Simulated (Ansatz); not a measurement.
# AlClH₃In: small, medium and large basis sets

The task here is to estimate one member of a computed series from the others.

Computed with Ansatz 0.2.0, Gaussian basis. Level: one geometry, several basis sets.

Levels to be run: PBE0-D4/def2-SVP; ωB97M-V/def2-SVP; PBE0-D4/def2-QZVPP; ωB97M-V/def2-QZVPP; the functionals' def2-TZVPP values are taken from earlier runs.

## The relaxed structure

The geometry comes from an earlier relaxation with PBE0-D4 in a triple-zeta def2 set; it is a stationary point. In takes the def2 core potential; no spin-orbit term is included.

SMILES `[AlH2][InH][Cl]`, 6 atoms, charge 0, spin multiplicity 1.

Atoms are counted from 1 here; the program's logs count them from 0.

Bond lengths: Al1–In2 2.658 Å, Al1–H4 1.587 Å, Al1–H5 1.587 Å, In2–Cl3 2.378 Å, In2–H6 1.720 Å. Angles: In2–Al1–H4 119.9°, In2–Al1–H5 119.9°, H4–Al1–H5 120.1°, Al1–In2–Cl3 104.7°, Al1–In2–H6 146.0°, Cl3–In2–H6 109.4°.

Set-up of the first run:

Contents of in.yaml:

```yaml
crystal:
  periodic: [false, false, false]
  atoms:
    - {symbol: Al, position_ang: [-1.146371, 0.403611, -0.739522]}
    - {symbol: In, position_ang: [0.827655, -0.106657, 0.965851]}
    - {symbol: Cl, position_ang: [2.299276, -1.543499, -0.228597]}
    - {symbol: H, position_ang: [-2.407536, -0.557214, -0.800406]}
    - {symbol: H, position_ang: [-1.031130, 1.630586, -1.738925]}
    - {symbol: H, position_ang: [1.458105, 0.173172, 2.541599]}
basis:
  gaussian: {orbitals: def2-SVP}
hamiltonian: {xc: pbe0, dispersion: d4}
output: {orbitals: {seedname: orbitals}}
```

Launch:

```bash
> ansatz run in.yaml --threads 2 --pin off --events-out ev --progress --plain --max-ram 4352MiB
```

Steps of the session up to this table: PBE0-D4 in def2-SVP; ωB97M-V in def2-SVP; PBE0-D4 in def2-QZVPP; ωB97M-V in def2-QZVPP.

One table of the session follows, with a row left open; its other results are not shown here.

It belongs to the step «Density functionals: the series». 

```
functional       basis  HOMO (eV)  LUMO (eV)
   PBE0-D4    def2-SVP      -7.15      -2.39
   PBE0-D4  def2-TZVPP      -7.24      -2.43
   PBE0-D4  def2-QZVPP      -7.25      -2.44
   ωB97M-V    def2-SVP      -9.05      -0.70
   ωB97M-V  def2-TZVPP          ?          ?
   ωB97M-V  def2-QZVPP      -9.21      -0.89
```

Estimate the missing values for ωB97M-V, def2-TZVPP.

**Answer.** HOMO (eV): -9.18; LUMO (eV): -0.82. In the column «HOMO (eV)» it lies between ωB97M-V, def2-QZVPP (-9.21) and ωB97M-V, def2-SVP (-9.05).
